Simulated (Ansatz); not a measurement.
# CH₅ClO₂Sn: a ladder of functionals and wavefunction methods

How much do the methods differ for CH₅ClO₂Sn? The plan is to run it at one geometry with functionals of several rungs and with coupled cluster. The yardstick is the atomisation energy at the CCSD(T) limit.

Computed with Ansatz 0.2.0, Gaussian basis. Level: functionals in def2-TZVPP, the program's frozen cores in correlated methods.

Levels to be run: PBE-D4, r2SCAN-D4, PBE0-D4, B3LYP-D4, ωB97X-V, ωB97M-V, B2PLYP; CCSD(T)/def2-TZVPP; MP2/def2-QZVPP; extrapolation to the limit.

## (1) The relaxed structure

The geometry comes from an earlier relaxation with PBE0-D4 in a triple-zeta def2 set; it is a stationary point, not always the lowest conformer. Sn takes the def2 core potential; no spin-orbit term is included.

SMILES `C[O][SnH]([OH])[Cl]`, 10 atoms, charge 0, spin multiplicity 1.

Atoms are counted from 1 here; the program's logs count them from 0.

Bond lengths: C1–O2 1.411 Å, C1–H6 1.097 Å, C1–H7 1.096 Å, C1–H8 1.093 Å, O2–Sn3 1.945 Å, Sn3–O4 1.938 Å, Sn3–Cl5 2.325 Å, Sn3–H9 1.692 Å, O4–H10 0.961 Å. Angles: O2–C1–H6 112.0°, O2–C1–H7 112.4°, O2–C1–H8 107.7°, H6–C1–H7 108.4°, H6–C1–H8 108.0°, H7–C1–H8 108.2°, C1–O2–Sn3 122.2°, O2–Sn3–O4 104.5°, O2–Sn3–Cl5 105.6°, O2–Sn3–H9 116.4°, O4–Sn3–Cl5 110.2°, O4–Sn3–H9 109.3°, Cl5–Sn3–H9 110.6°, Sn3–O4–H10 112.7°.

Coordinates:

```
C    -0.1436   -1.6691    0.4953
O    -0.6306   -0.5870   -0.2674
Sn    0.4176    1.0229   -0.5721
O    -0.8968    2.3882   -0.9782
Cl    1.4571    1.4857    1.4550
H     0.6539   -2.2136   -0.0256
H     0.2356   -1.3536    1.4739
H    -0.9743   -2.3605    0.6577
H     1.5560    0.9545   -1.8221
H    -1.6748    2.3324   -0.4165
```

## (2) PBE-D4 (GGA)

in.yaml

```yaml
crystal:
  periodic: [false, false, false]
  atoms:
    - {symbol: C, position_ang: [-0.143621, -1.669119, 0.495346]}
    - {symbol: O, position_ang: [-0.630613, -0.586955, -0.267403]}
    - {symbol: Sn, position_ang: [0.417591, 1.022944, -0.572116]}
    - {symbol: O, position_ang: [-0.896752, 2.388218, -0.978230]}
    - {symbol: Cl, position_ang: [1.457055, 1.485714, 1.455006]}
    - {symbol: H, position_ang: [0.653894, -2.213598, -0.025618]}
    - {symbol: H, position_ang: [0.235556, -1.353602, 1.473883]}
    - {symbol: H, position_ang: [-0.974300, -2.360460, 0.657750]}
    - {symbol: H, position_ang: [1.555986, 0.954465, -1.822116]}
    - {symbol: H, position_ang: [-1.674786, 2.332393, -0.416493]}
basis:
  gaussian: {orbitals: def2-TZVPP}
hamiltonian: {xc: pbe, dispersion: d4}
output: {forces: true, orbitals: {seedname: orbitals}}
```

The run is started by

```bash
> ansatz run in.yaml --threads 2 --pin off --events-out ev --progress --plain --max-ram 32768MiB --backend cpu
```

Further steps of the session: r2SCAN-D4 (meta-GGA); PBE0-D4 (hybrid); B3LYP-D4 (hybrid); ωB97X-V (range-separated); ωB97M-V (range-separated); B2PLYP (double hybrid); CCSD(T) in def2-TZVPP; MP2 in def2-QZVPP.

**Question.** What will the summary of the whole plan be? Wanted: atomisation energy, CCSD(T)/CBS; farthest; mean size of error, hybrid; mean size of error, range-separated; gap, smallest and largest; T1 diagnostic; triples share of the correlation energy.

As calculated:

```
                               quantity                                 value
        atomisation energy, CCSD(T)/CBS                        811.9 kcal/mol
functionals within 8.1 kcal/mol (1.0 %)   PBE-D4, r2SCAN-D4, ωB97X-V, ωB97M-V
                               farthest               B2PLYP (-20.9 kcal/mol)
             mean size of error, hybrid                         14.8 kcal/mol
    mean size of error, range-separated                          6.0 kcal/mol
              gap, smallest and largest  4.31 eV (PBE-D4), 11.52 eV (ωB97X-V)
                          T1 diagnostic                                0.0134
triples share of the correlation energy                                 3.5 %
```

What this shows: PBE-D4 misses by +6.0 kcal/mol. Double hybrids carry the basis error of their MP2 part in triple zeta, and no dispersion term here, so their miss is partly the set-up's. Misses under about 8.1 kcal/mol are within the doubt on the reference itself, which lacks core-valence correlation, spin-orbit coupling and higher excitations, and its outer-core shells are covered unevenly. All levels share the lack of spin-orbit coupling, which lowers the free heavy atoms and so the true binding. Hartree-Fock recovers 68 % of the binding; the rest is correlation. Orbital gaps span 4.3 to 11.5 eV; exact exchange widens them. Correlated methods include outer-core shells of Sn, which these sets cover unevenly.
